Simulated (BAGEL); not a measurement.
**AlBrF (SMILES [F][Al][Br]): UHF/3-21G (density fitting with qzvpp-jkfit)**

What is the vertical ionisation energy of AlBrF at UHF/3-21G (density fitting with qzvpp-jkfit)? 

Program for the calculation: BAGEL 1.2.2.

9 further runs of the same task are left out: 1 for a known fault of the program, 5 that didn't finish, 3 set aside as unsound or not needed.

**1. The structure to begin with**

The species is AlBrF (3 atoms), meant as a doublet with charge 0. SMILES: `[F][Al][Br]`. The shape is that of a PBE0-D4/def2-TZVP optimisation.

Bond lengths: F1–Al2 1.648 Å, Al2–Br3 2.266 Å. Angles: F1–Al2–Br3 118.9°.

**2. A single-point energy at UHF/3-21G (density fitting with qzvpp-jkfit)**

hf.json reads:

```json
{ "bagel": [

{
  "title": "molecule",
  "basis": "3-21g",
  "df_basis": "qzvpp-jkfit",
  "angstrom": true,
  "geometry": [
    { "atom": "F", "xyz": [   -1.120000,    1.016600,   -0.510500 ] },
    { "atom": "Al", "xyz": [   -0.440000,   -0.468200,   -0.288800 ] },
    { "atom": "Br", "xyz": [    1.549000,   -0.613200,    0.786200 ] }
  ]
},
{
  "title": "uhf",
  "nopen": 1
},
{
  "title": "print",
  "file": "orbitals.molden",
  "orbitals": true
}

]}
```

Command:

```bash
BAGEL_NUM_THREADS=1 BAGEL hf.json > hf.out
```

Output:

```text
* using 1 threads per process

  ===============================================================
  ===============================================================

  *** Geometry ***

  { "atom" : "F", "xyz" : [     -2.116493,      1.921096,     -0.964705 ] },
  { "atom" : "Al", "xyz" : [     -0.831479,     -0.884770,     -0.545753 ] },
  { "atom" : "Br", "xyz" : [      2.927186,     -1.158780,      1.485703 ] },

  Number of auxiliary basis functions:      471

  Since a DF basis is specified, we compute 2- and 3-index integrals:
    o Being stored without compression. Storage requirement is 0.007 GB

  Number of basis functions:       44
  Number of electrons      :       57

    * METHOD: MOLECULE                             0.15

  *** Open-shell HF ***

  === Nuclear Repulsion ===
   193.0809175193

      * DIIS with orbital gradients will be used.

  === UHF iteration (3-21g) ===
      0      -2899.51797729          0.04973447           0.07
      1      -2899.60518063          0.03335381           0.07
      2      -2899.63228161          0.02011640           0.07
      3      -2899.64617410          0.00105175           0.07
      4      -2899.64672380          0.00039162           0.07
      5      -2899.64681548          0.00011452           0.07
      6      -2899.64682680          0.00004102           0.07
      7      -2899.64682949          0.00001397           0.07
      8      -2899.64682975          0.00000499           0.07
      9      -2899.64682977          0.00000199           0.07
     10      -2899.64682977          0.00000048           0.07
     11      -2899.64682977          0.00000019           0.07
     12      -2899.64682977          0.00000009           0.07
     13      -2899.64682977          0.00000004           0.07
     14      -2899.64682977          0.00000002           0.07
     15      -2899.64682977          0.00000001           0.07
     16      -2899.64682977          0.00000001           0.07
    * SCF iteration converged.

    * S^2 (UHF) is 0.7539

    * Permanent dipole moment:
           (    0.618998,     0.699590,     0.410215) a.u.

    * METHOD: UHF                                  1.29

    * METHOD: PRINT                                0.01

  ===============================================================
```

Run time: 1.6 s. Hardware: 1 thread of Arm Neoverse V1, shared host; peak memory 0.081 GiB.

**3. The singlet cation at the same level**

input.json reads:

```json
{ "bagel" : [

{
  "title" : "molecule",
  "basis" : "3-21g",
  "df_basis" : "qzvpp-jkfit",
  "angstrom" : true,
  "geometry" : [
    { "atom" : "F", "xyz" : [      -1.120000,       1.016600,      -0.510500 ] },
    { "atom" : "Al", "xyz" : [      -0.440000,      -0.468200,      -0.288800 ] },
    { "atom" : "Br", "xyz" : [       1.549000,      -0.613200,       0.786200 ] }
  ]
},

{
  "title" : "hf",
  "charge" : 1
},

{
  "title" : "print",
  "file" : "orbitals.molden",
  "orbitals" : true
}

]}
```

Command:

```bash
BAGEL_NUM_THREADS=1 BAGEL input.json > input.out
```

Output:

```text
* using 1 threads per process

  ===============================================================
  ===============================================================

  *** Geometry ***

  { "atom" : "F", "xyz" : [     -2.116493,      1.921096,     -0.964705 ] },
  { "atom" : "Al", "xyz" : [     -0.831479,     -0.884770,     -0.545753 ] },
  { "atom" : "Br", "xyz" : [      2.927186,     -1.158780,      1.485703 ] },

  Number of auxiliary basis functions:      471

  Since a DF basis is specified, we compute 2- and 3-index integrals:
    o Being stored without compression. Storage requirement is 0.007 GB

  Number of basis functions:       44
  Number of electrons      :       57

    * METHOD: MOLECULE                             0.15

  *** RHF ***

  === Nuclear Repulsion ===
   193.0809175193

      * DIIS with orbital gradients will be used.

  === RHF iteration (3-21g) ===
      0      -2899.19138662          0.02554098           0.04
      1      -2899.27761696          0.01859476           0.03
      2      -2899.32276885          0.00103964           0.03
      3      -2899.32330763          0.00039188           0.03
      4      -2899.32341476          0.00015233           0.03
      5      -2899.32344132          0.00007118           0.03
      6      -2899.32345031          0.00002079           0.03
      7      -2899.32345094          0.00000779           0.03
      8      -2899.32345097          0.00000374           0.04
      9      -2899.32345098          0.00000109           0.03
     10      -2899.32345098          0.00000029           0.04
     11      -2899.32345098          0.00000012           0.04
     12      -2899.32345098          0.00000005           0.03
     13      -2899.32345098          0.00000002           0.03
     14      -2899.32345098          0.00000001           0.04
     15      -2899.32345098          0.00000001           0.04
    * SCF iteration converged.

    * Permanent dipole moment:
           (    2.018927,     1.591162,     1.267793) a.u.

    * METHOD: HF                                   0.68

    * METHOD: PRINT                                0.01

  ===============================================================
```

Run time: 0.97 s. Hardware: 1 thread of Arm Neoverse V1, shared host; peak memory 0.081 GiB.

**4. What came out**

Level: UHF/3-21G (density fitting with qzvpp-jkfit).

| quantity | value |
| --- | --- |
| doublet AlBrF: total energy | -2899.64683 Eh |
| doublet AlBrF: dipole moment | 2.59 D |
| doublet AlBrF: ⟨S²⟩ | 0.754 |
| singlet cation: total energy | -2899.32345 Eh |
| singlet cation: HOMO energy | -17.65 eV |
| singlet cation: LUMO energy | -8.28 eV |
| singlet cation: HOMO–LUMO gap | 9.37 eV |
| vertical ionisation energy (to the singlet cation) | 8.800 eV |

What this shows: The vertical ionisation energy comes to 8.80 eV (849 kJ/mol). Only the singlet of the ionised species was computed; a triplet could lie lower.
